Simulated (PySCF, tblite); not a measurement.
# C3H7F3GeO: dynamics, then NMR shifts on frames

How do NMR shifts of C3H7F3GeO (`CC[O][GeH2][C](F)(F)F`) change as the atoms move?

The runs use tblite 0.8.0 and PySCF 2.14.0, with density-fitted response routines of our own; the level of theory stands in each step. All values are computed, except where a source is named. Atoms count from 0, in the outputs and in this text.

## Step 1: The molecule as given

15 atoms, charge 0, multiplicity 1; geometry from: GFN2-xTB.

Bonds of the start (Å): C0–C1 1.52, C1–O2 1.43, O2–Ge3 1.72, Ge3–C4 2.03, C4–F5 1.34, C4–F6 1.35, C4–F7 1.34, C0–H8 1.09, C0–H9 1.09, C0–H10 1.09, C1–H11 1.10, C1–H12 1.09, Ge3–H13 1.51, Ge3–H14 1.49.

## Step 2: Thermal motion with GFN2-xTB

The job: settings as JSON, then the geometry in Å.

```
{"job": {"kind": "md", "xc": "GFN2-xTB", "basis": "xTB", "temperature": 300, "steps": 2000, "every": 50, "frames": 5}, "charge": 0, "multiplicity": 1}
C     -2.387108    -0.616290     0.643630
C     -1.194123     0.310652     0.483288
O     -0.503367    -0.057279    -0.711036
Ge     1.027360     0.445059    -1.324882
C      2.454971    -0.063386     0.030447
F      2.638249    -1.393394     0.084950
F      2.121519     0.327910     1.277885
F      3.656093     0.480188    -0.222388
H     -2.048740    -1.646859     0.708769
H     -3.048392    -0.522949    -0.213590
H     -2.932677    -0.360683     1.547840
H     -1.529902     1.350422     0.404432
H     -0.531361     0.223938     1.350571
H      1.135466     1.938588    -1.538131
H      1.137598    -0.407926    -2.543697
```

With the program's defaults for keys left out, this is: GFN2-xTB Langevin dynamics, gas phase.

Run with:

```
OMP_NUM_THREADS=1 python probes_run.py task.json out
```

One launch serves the whole session: the jobs run in the order shown.

Standard output:

```text
t/fs     T/K      E/eV
    0.0   239.3   -821.83762
   25.0   169.3   -821.57038
   50.0   189.2   -821.51597
   75.0   219.1   -821.50211
  100.0   189.2   -821.35499
  125.0   205.9   -821.55330
  150.0   210.6   -821.55031
  175.0   218.3   -821.55990
  200.0   337.8   -821.50446
  225.0   256.1   -821.35639
  250.0   330.7   -821.60423
  275.0   262.9   -821.59082
  300.0   263.7   -821.46773
  325.0   346.6   -821.47445
  350.0   272.5   -821.26517
  375.0   228.2   -821.34586
  400.0   313.7   -821.44872
  425.0   237.1   -821.34338
  450.0   348.8   -821.42649
  475.0   273.6   -821.26595
  500.0   264.3   -821.33348
  525.0   313.9   -821.40897
  550.0   312.9   -821.45463
  575.0   280.1   -821.46122
  600.0   266.6   -821.39688
  625.0   257.6   -821.31412
  650.0   405.2   -821.45888
  675.0   467.8   -821.40957
  700.0   338.4   -821.30161
  725.0   300.4   -821.29490
  750.0   388.6   -821.24637
  775.0   439.2   -821.45570
  800.0   325.7   -821.23232
  825.0   366.0   -821.46254
  850.0   331.8   -821.38666
  875.0   290.1   -821.33746
  900.0   416.8   -821.48103
  925.0   346.8   -821.27728
  950.0   290.8   -821.18354
  975.0   362.0   -821.47301
 1000.0   269.2   -821.37782
```

Run time: 9.6 s. Hardware: 1 thread of Arm Neoverse V2, shared host; peak memory 0.18 GiB.

Distance from the start (root mean square after alignment): 0 fs 0.00 Å, 200 fs 0.15 Å, 400 fs 0.39 Å, 600 fs 0.70 Å, 800 fs 1.04 Å, 1000 fs 1.49 Å.

Positions (Å) and forces (eV/Å) at 1000 fs:

```xyz
15

C    -1.915    1.028    1.471    0.345    0.393    1.238
C    -1.592   -0.246    0.780   -0.522   -2.137   -0.400
O    -0.774   -0.166   -0.377   -0.387    0.661   -0.447
Ge    0.569    0.775   -0.950    0.411   -2.115   -0.182
C     2.307   -0.172   -0.173   -2.118    1.463   -0.126
F     2.601   -1.305   -0.760    0.844   -0.618   -0.626
F     1.954   -0.488    1.077   -0.088   -0.321    1.102
F     3.340    0.662   -0.040    0.725   -0.188   -0.312
H    -2.397    1.582    0.704   -0.400    1.114   -0.259
H    -1.008    1.552    1.867   -0.653   -0.408   -0.455
H    -2.614    0.873    2.327    0.543    0.007   -0.716
H    -1.062   -0.979    1.366    0.061   -0.219    0.961
H    -2.583   -0.767    0.491    1.244    0.758   -0.016
H     0.611    2.127   -0.471   -0.052    1.280    0.263
H     0.433    0.314   -2.371    0.047    0.329   -0.026
```

## Step 3: NMR shieldings: 250 fs, PBE0/pcSseg-1

The job: settings as JSON, then the geometry in Å.

```
{"job": {"kind": "nmr", "xc": "PBE0", "basis": "pcSseg-1", "pop": false}, "charge": 0, "multiplicity": 1}
C     -2.877000    -0.630700    -0.051700
C     -1.539800     0.109700     0.050600
O     -0.605800    -0.236400    -0.879300
Ge     0.861600     0.523400    -1.294800
C      2.141700     0.175100     0.244800
F      2.476700    -1.114900     0.201800
F      1.487400     0.367100     1.396800
F      3.254300     0.896700     0.348700
H     -2.687700    -1.699700    -0.083500
H     -3.412500    -0.351400    -0.926700
H     -3.470200    -0.390600     0.800000
H     -1.781600     1.183100     0.075600
H     -1.094100    -0.098300     1.068400
H      0.601500     2.011100    -1.606700
H      1.371200    -0.227800    -2.516700
```

Method: GIAO PBE0/pcSseg-1 NMR shielding, non-relativistic, gas phase.

Standard output:

```text
coarse grid: 61344 points
cycle   1  E = -2569.0189651179  dE =  4.924e-01  |g| = 1.360e+00  |ddm| = 3.465e+00
cycle   2  E = -2568.5979999283  dE =  4.210e-01  |g| = 2.052e+00  |ddm| = 1.974e+00
cycle   3  E = -2569.2431491562  dE = -6.451e-01  |g| = 2.774e-01  |ddm| = 1.496e+00
cycle   4  E = -2569.2549623179  dE = -1.181e-02  |g| = 1.032e-01  |ddm| = 2.502e-01
cycle   5  E = -2569.2565150215  dE = -1.553e-03  |g| = 2.375e-02  |ddm| = 8.055e-02
cycle   6  E = -2569.2565980256  dE = -8.300e-05  |g| = 6.546e-03  |ddm| = 1.499e-02
cycle   7  E = -2569.2566035021  dE = -5.477e-06  |g| = 8.036e-04  |ddm| = 4.147e-03
final grid: 130288 points
cycle   8  E = -2569.2565421145  dE = -8.743e-08  |g| = 8.457e-04  |ddm| = 2.095e-03
cycle   9  E = -2569.2565420601  dE =  5.447e-08  |g| = 1.105e-03  |ddm| = 1.412e-03
cycle  10  E = -2569.2565422234  dE = -1.634e-07  |g| = 1.055e-04  |ddm| = 7.222e-04
cycle  11  E = -2569.2565422254  dE = -1.922e-09  |g| = 3.479e-05  |ddm| = 9.615e-05
cycle  12  E = -2569.2565422255  dE = -1.710e-10  |g| = 3.174e-06  |ddm| = 2.546e-05
converged SCF energy = -2569.2565422255

GIAO shielding tensors (ppm)
atom      isotropic    diamagn.    paramagn.     s11        s22        s33       span
  0 C      167.824     246.926     -79.102    148.731    165.665    189.075     40.344
  1 C      123.291     245.082    -121.791     91.771    110.320    167.782     76.011
  2 O      318.980     403.226     -84.246    268.654    332.361    355.926     87.272
  3 Ge    1394.333    2755.537   -1361.205   1281.972   1354.971   1546.055    264.084
  4 C       50.886     248.589    -197.703     45.421     49.834     57.402     11.981
  5 F      242.557     475.159    -232.603    151.733    245.701    330.236    178.503
  6 F      243.254     478.752    -235.498    152.509    244.613    332.639    180.129
  7 F      246.780     470.889    -224.109    160.122    250.662    329.556    169.434
  8 H       30.254      29.417       0.837     26.295     28.872     35.594      9.299
  9 H       30.840      28.998       1.842     27.025     28.917     36.579      9.555
 10 H       31.298      28.745       2.552     27.208     28.469     38.216     11.009
 11 H       27.826      31.346      -3.520     22.206     28.544     32.727     10.521
 12 H       26.782      32.107      -5.324     19.414     28.973     31.960     12.546
 13 H       26.092      27.786      -1.694     19.937     21.697     36.643     16.706
 14 H       26.470      27.725      -1.256     20.226     21.692     37.491     17.265
```

It took 25 s on 1 thread of Arm Neoverse V2, shared host; peak memory 0.92 GiB.

The references, computed at this level on geometries of the same kind, shield at (ppm): 1H TMS 31.72, 13C TMS 186.9, 19F CFCl3 170.9, 17O H2O 336.1, 73Ge GeMe4 1331. Their shielding less the atom's gives the shift. The references are single molecules in the gas phase, so shifts against H2O, NH3, PH3, H3PO4 or CFCl3 are not on the usual liquid scales and can be off by tens of ppm. Each atom is listed at this fixed geometry, with no averaging over motion; a spectrum would average atoms that exchange fast.

```
atoms                             environment  σ (ppm)  δ (ppm)
   C4                              CF3 carbon     50.9    136.0
   C1                     sp3 CH2 bonded to O    123.3     63.6
   C0                           methyl carbon    167.8     19.1
  H13  hydrogen on a germanium bonded to C, O    26.09     5.62
  H14  hydrogen on a germanium bonded to C, O    26.47     5.25
  H12      hydrogen on an sp3 CH2 bonded to O    26.78     4.93
  H11      hydrogen on an sp3 CH2 bonded to O    27.83     3.89
   H8             hydrogen on a methyl carbon    30.25     1.46
   H9             hydrogen on a methyl carbon    30.84     0.88
  H10             hydrogen on a methyl carbon    31.30     0.42
   O2                  oxygen bonded to C, Ge    319.0     17.1
  Ge3           germanium bonded to C, O, 2 H     1394      -63
   F5                 fluorine of a CF3 group    242.6    -71.6
   F6                 fluorine of a CF3 group    243.3    -72.3
   F7                 fluorine of a CF3 group    246.8    -75.8
```

## Step 4: NMR shieldings: 425 fs, PBE0/pcSseg-1

The job: settings as JSON, then the geometry in Å.

```
{"job": {"kind": "nmr", "xc": "PBE0", "basis": "pcSseg-1", "pop": false}, "charge": 0, "multiplicity": 1}
C     -3.031200    -0.278500    -0.440700
C     -1.694900     0.201900     0.073900
O     -0.699500     0.090200    -0.914900
Ge     1.052400     0.409200    -1.105500
C      2.113800    -0.270400     0.523900
F      2.543300    -1.529000     0.453800
F      1.268000    -0.331600     1.622100
F      3.093400     0.539100     0.859900
H     -2.983100    -1.358800    -0.772000
H     -3.497100     0.340500    -1.172900
H     -3.707500    -0.200000     0.432700
H     -1.852600     1.138600     0.509400
H     -1.349500    -0.481800     0.894800
H      1.429900     2.011500    -1.060400
H      1.308900    -0.255400    -2.449800
```

Method: GIAO PBE0/pcSseg-1 NMR shielding, non-relativistic, gas phase.

Standard output:

```text
coarse grid: 61344 points
cycle   1  E = -2568.9900364848  dE =  2.852e-01  |g| = 1.385e+00  |ddm| = 3.423e+00
cycle   2  E = -2568.3222117210  dE =  6.678e-01  |g| = 2.341e+00  |ddm| = 2.338e+00
cycle   3  E = -2569.2192317147  dE = -8.970e-01  |g| = 3.821e-01  |ddm| = 1.919e+00
cycle   4  E = -2569.2428201915  dE = -2.359e-02  |g| = 1.280e-01  |ddm| = 3.394e-01
cycle   5  E = -2569.2451938684  dE = -2.374e-03  |g| = 3.364e-02  |ddm| = 9.689e-02
cycle   6  E = -2569.2453684372  dE = -1.746e-04  |g| = 8.585e-03  |ddm| = 2.056e-02
cycle   7  E = -2569.2453783941  dE = -9.957e-06  |g| = 1.471e-03  |ddm| = 6.089e-03
final grid: 130288 points
cycle   8  E = -2569.2453378223  dE =  1.396e-07  |g| = 1.986e-03  |ddm| = 3.003e-03
cycle   9  E = -2569.2453371072  dE =  7.150e-07  |g| = 2.968e-03  |ddm| = 3.122e-03
cycle  10  E = -2569.2453384085  dE = -1.301e-06  |g| = 2.961e-04  |ddm| = 1.827e-03
cycle  11  E = -2569.2453384230  dE = -1.452e-08  |g| = 4.155e-05  |ddm| = 2.208e-04
cycle  12  E = -2569.2453384233  dE = -2.874e-10  |g| = 1.303e-05  |ddm| = 4.283e-05
converged SCF energy = -2569.2453384233

GIAO shielding tensors (ppm)
atom      isotropic    diamagn.    paramagn.     s11        s22        s33       span
  0 C      163.571     245.430     -81.860    146.469    160.621    183.622     37.152
  1 C      120.855     243.980    -123.124     85.275    106.817    170.475     85.200
  2 O      289.646     403.059    -113.413    238.693    292.648    337.596     98.903
  3 Ge    1391.180    2754.825   -1363.645   1277.927   1364.453   1531.161    253.234
  4 C       46.959     249.732    -202.773     36.170     48.600     56.108     19.938
  5 F      239.572     473.672    -234.100    150.073    243.418    325.225    175.152
  6 F      218.689     479.672    -260.984    109.085    199.650    347.331    238.246
  7 F      241.034     471.577    -230.543    157.355    251.772    313.976    156.621
  8 H       29.032      27.688       1.343     25.106     27.564     34.425      9.319
  9 H       30.487      28.527       1.960     27.035     28.368     36.059      9.024
 10 H       30.368      27.014       3.354     26.347     27.752     37.005     10.658
 11 H       28.517      32.644      -4.126     22.965     29.680     32.907      9.941
 12 H       26.641      31.939      -5.298     19.493     28.782     31.648     12.155
 13 H       24.778      26.105      -1.327     19.202     21.272     33.860     14.657
 14 H       25.918      27.442      -1.524     19.340     21.662     36.752     17.413
```

Wall time 25 s (1 thread of Arm Neoverse V2, shared host); peak memory 0.97 GiB.

This run: δ C4 140.0, C1 66.1, C0 23.4, O2 46.4, H13 6.94, H14 5.80 ppm.

(Part 1 of 2 ends here.)
